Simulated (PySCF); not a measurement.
# CH7ClP2Si: the cost of one run

Computed with PySCF 2.14.0, with density-fitted response routines of our own, on a single molecule in the gas phase. Atoms are numbered from 0 throughout.

## 1. The starting structure

12 atoms, charge 0, multiplicity 1; geometry from: GFN2-xTB. The atoms were then displaced at random by about 0.01 Å, so the start is not that level's minimum.

Bonds of the start (Å): P0–Si1 2.26, Si1–P2 2.24, Si1–C3 1.96, C3–Cl4 1.75, P0–H5 1.37, P0–H6 1.41, Si1–H7 1.47, P2–H8 1.37, P2–H9 1.40, C3–H10 1.06, C3–H11 1.10.

## 2. Optimising the geometry at PBE0-D3(BJ)/def2-SVP

What the job is given:

```
{"job": {"xc": "PBE0", "basis": "def2-SVP", "d3": "d3bj", "grid": 1, "shake": 0.01, "kind": "geom"}, "charge": 0, "multiplicity": 1}
P     -1.623620    -1.088690     0.812560
Si    -0.168900     0.051490    -0.479730
P      0.256400     2.158110     0.157290
C      1.567180    -0.819790    -0.235870
Cl     2.543960     0.208890     0.790560
H     -1.877040    -2.063080    -0.120490
H     -2.729190    -0.333310     0.380250
H     -0.457470     0.037390    -1.923510
H     -1.013840     2.636180    -0.024960
H      0.027860     1.929650     1.519970
H      2.061650    -0.961510    -1.158050
H      1.452690    -1.783610     0.272960
```

Started as:

```
$ OMP_NUM_THREADS=1 python probes_run.py task.json out
```

This one command runs all jobs of the session in turn.

Q: Estimate the wall time and peak memory of this first job on 1 thread of Arm Neoverse N1, shared host.

About 1.9 min, with a peak of 0.51 GiB.
